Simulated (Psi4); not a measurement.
# GeF4 (SMILES [F][Ge]([F])([F])[F]): M06-2X/def2-SVP

What is the energy change on altering one bond length of GeF4 at M06-2X/def2-SVP? 

The calculation is run with Psi4 1.11.

4 further runs of the same task are left out: 4 that didn't finish.

### Step 1. The system as given

GeF4: 5 atoms, total charge 0, spin state singlet. SMILES: `[F][Ge]([F])([F])[F]`. Geometry: relaxed at PBE0-D4/def2-TZVP.

Bond lengths: F1–Ge2 1.691 Å, Ge2–F3 1.691 Å, Ge2–F4 1.692 Å, Ge2–F5 1.691 Å. Angles: F1–Ge2–F3 109.5°, F1–Ge2–F4 109.5°, F1–Ge2–F5 109.5°, F3–Ge2–F4 109.5°, F3–Ge2–F5 109.5°, F4–Ge2–F5 109.5°.

### Step 2. Energy and forces at M06-2X/def2-SVP

File f4ge.xyz:

```xyz
5
F4Ge
F     -0.454480     0.095450     1.626500
Ge     0.000000     0.000000     0.000000
F      1.278170    -1.095570    -0.164850
F     -1.316060    -0.525960    -0.923330
F      0.492370     1.526090    -0.538320
```

File job.py:

```python
import psi4

psi4.set_memory(2200000000)
psi4.set_num_threads(1)
psi4.set_output_file('psi4.out', False)

with open('f4ge.xyz') as f:
    atoms = ''.join(f.readlines()[2:])
molecule = psi4.geometry('0 1\n' + atoms + 'symmetry c1')

psi4.set_options(dict(puream=True, e_convergence=1e-09, d_convergence=1e-08, scf_type='pk', dft_radial_points=99, dft_spherical_points=590))

energy_value, wavefunction = psi4.gradient("m06-2x/def2-SVP", return_wfn=True)
print('gradient / Eh bohr^-1')
print(energy_value.np.round(6))
print(f'energy = {wavefunction.energy():.10f} Eh')
```

Command:

```console
python job.py
```

psi4.out:

```text
[...]
  Running in c1 symmetry.
[...]
  Nuclear repulsion =  453.504144493716979
[...]
  Multiplicity = 1
[...]
  Nalpha       = 34
  Nbeta        = 34
[...]
    Number of basis functions: 88
[...]
   @RKS iter   1: -2474.88620820496726   -2.99537e+00   2.51222e-02 DIIS/ADIIS
[...]
   @RKS iter  10: -2475.82090450077658   -9.54969e-12   8.18053e-09 DIIS
[...]
    Orbital Energies [Eh]
    ---------------------
    Doubly Occupied:
       1A   -401.095711     2A    -50.635383     3A    -45.176060
       4A    -45.176060     5A    -45.176060     6A    -25.282602
       7A    -25.282543     8A    -25.282514     9A    -25.282498
      10A     -6.641410    11A     -4.807869    12A     -4.807868
      13A     -4.807868    14A     -1.559421    15A     -1.559419
      16A     -1.559419    17A     -1.543914    18A     -1.543913
      19A     -1.357790    20A     -1.313575    21A     -1.313567
      22A     -1.313560    23A     -0.708878    24A     -0.618228
      25A     -0.618222    26A     -0.618219    27A     -0.564320
      28A     -0.564318    29A     -0.551748    30A     -0.551742
      31A     -0.551737    32A     -0.538093    33A     -0.538089
      34A     -0.538083
[...]
  @RKS Final Energy: -2475.82090450077658
   => Energetics <=
    Nuclear Repulsion Energy =            453.5041444937169786
    One-Electron Energy =               -4353.7029695257533604
    Two-Electron Energy =                1481.7685972991910148
    DFT Exchange-Correlation Energy =     -57.3906767679309482
    Empirical Dispersion Energy =           0.0000000000000000
    VV10 Nonlocal Energy =                  0.0000000000000000
    Total Energy =                      -2475.8209045007761233
[...]
 Multipole Moments:
 ------------------------------------------------------------------------------------
     Multipole            Electronic (a.u.)      Nuclear  (a.u.)        Total (a.u.)
 ------------------------------------------------------------------------------------
 L = 1.  Multiply by 2.5417464519 to convert [e a0] to [Debye]
 Dipole X            :         -0.0000592            0.0000000           -0.0000592
 Dipole Y            :          0.0000663            0.0000072            0.0000736
 Dipole Z            :         -0.0000268            0.0000000           -0.0000268
 Magnitude           :                                                    0.0000982
[...]
  -Total Gradient:
     Atom            X                  Y                   Z
    ------   -----------------  -----------------  -----------------
       1        0.000929348646     0.000133628192    -0.002950268747
       2        0.000000948609     0.000004834032     0.000002163371
       3       -0.002172505437     0.002159853745     0.000455850997
       4        0.002415610560     0.000847895366     0.001799013285
       5       -0.001032421641    -0.002789920487     0.000836135818
[...]
```

The script printed:

```text
gradient / Eh bohr^-1
[[ 9.290e-04  1.340e-04 -2.950e-03]
 [ 1.000e-06  5.000e-06  2.000e-06]
 [-2.173e-03  2.160e-03  4.560e-04]
 [ 2.416e-03  8.480e-04  1.799e-03]
 [-1.032e-03 -2.790e-03  8.360e-04]]
energy = -2475.8209045008 Eh
```

It took 47 s on 1 thread of AMD EPYC 7R43 (Zen 3), shared host; peak memory 0.93 GiB.

### Step 3. The distorted shape: a single-point energy at M06-2X/def2-SVP

File job.dat:

```
memory 2200 MB

molecule mol {
  F
  Ge 1 1.691498
  F 2 1.9452 1 109.46869
  F 2 1.691504 1 109.47443 3 120.00006
  F 2 1.691499 1 109.47042 4 119.99831
  symmetry c1
  no_reorient
  no_com
}

set reference rks
set puream true
set e_convergence 1e-09
set d_convergence 1e-08
set scf_type pk
set dft_radial_points 99
set dft_spherical_points 590

energy_value, wavefunction = energy("m06-2x/def2-SVP", return_wfn=True)
```

Command:

```console
psi4 -i job.dat -o job.out -n 1
```

job.out:

```text
[...]
  Running in c1 symmetry.
[...]
  Nuclear repulsion =  438.452739342612801
[...]
  Multiplicity = 1
[...]
  Nalpha       = 34
  Nbeta        = 34
[...]
    Number of basis functions: 88
[...]
   @RKS iter   1: -2474.86554378792698   -3.27032e+00   2.49787e-02 ADIIS/DIIS
[...]
   @RKS iter  11: -2475.79310031659134    2.27374e-12   2.46188e-09 DIIS
[...]
    Orbital Energies [Eh]
    ---------------------
    Doubly Occupied:
       1A   -401.115972     2A    -50.654836     3A    -45.196196
       4A    -45.195349     5A    -45.195349     6A    -25.295746
       7A    -25.295709     8A    -25.295690     9A    -25.249822
      10A     -6.657305    11A     -4.823548    12A     -4.823444
      13A     -4.823443    14A     -1.574359    15A     -1.574358
      16A     -1.565588    17A     -1.559092    18A     -1.559091
      19A     -1.359340    20A     -1.325222    21A     -1.325214
      22A     -1.258279    23A     -0.710639    24A     -0.622245
      25A     -0.622243    26A     -0.603676    27A     -0.570190
      28A     -0.570180    29A     -0.557268    30A     -0.557255
      31A     -0.549308    32A     -0.525340    33A     -0.500546
      34A     -0.500546
[...]
  @RKS Final Energy: -2475.79310031659134
   => Energetics <=
    Nuclear Repulsion Energy =            438.4527393426128015
    One-Electron Energy =               -4323.3168699590760298
    Two-Electron Energy =                1466.4240396606219292
    DFT Exchange-Correlation Energy =     -57.3530093607502636
    Empirical Dispersion Energy =           0.0000000000000000
    VV10 Nonlocal Energy =                  0.0000000000000000
    Total Energy =                      -2475.7931003165913353
[...]
 Multipole Moments:
 ------------------------------------------------------------------------------------
     Multipole            Electronic (a.u.)      Nuclear  (a.u.)        Total (a.u.)
 ------------------------------------------------------------------------------------
 L = 1.  Multiply by 2.5417464519 to convert [e a0] to [Debye]
 Dipole X            :         -0.0000354           -0.0000060           -0.0000414
 Dipole Y            :          0.5104141           -0.1728885            0.3375256
 Dipole Z            :         -0.1803555            0.0611178           -0.1192377
 Magnitude           :                                                    0.3579681
[...]
```

Run time: 35 s. Hardware: 1 thread of AMD EPYC 7R43 (Zen 3), shared host; peak memory 0.93 GiB.

### Step 4. Summary of results

At M06-2X/def2-SVP:

```
                                                          quantity           value
                                         first shape: total energy  -2475.82090 Eh
                                        first shape: dipole moment          0.00 D
                                          first shape: HOMO energy       -14.64 eV
                                          first shape: LUMO energy        -0.24 eV
                                        first shape: HOMO–LUMO gap        14.40 eV
                             first shape: largest force on an atom      0.161 eV/Å
                                     distorted shape: total energy  -2475.79310 Eh
                                    distorted shape: dipole moment          0.91 D
                                      distorted shape: HOMO energy       -13.62 eV
                                      distorted shape: LUMO energy        -1.32 eV
                                    distorted shape: HOMO–LUMO gap        12.31 eV
energy change with the Ge2–F3 bond stretched from 1.691 to 1.945 Å        0.757 eV
```

What this shows: With the Ge2–F3 bond stretched from 1.691 to 1.945 Å the energy rises by 0.76 eV (17.4 kcal/mol). The first shape isn't relaxed at this level, so the change isn't measured from a minimum.
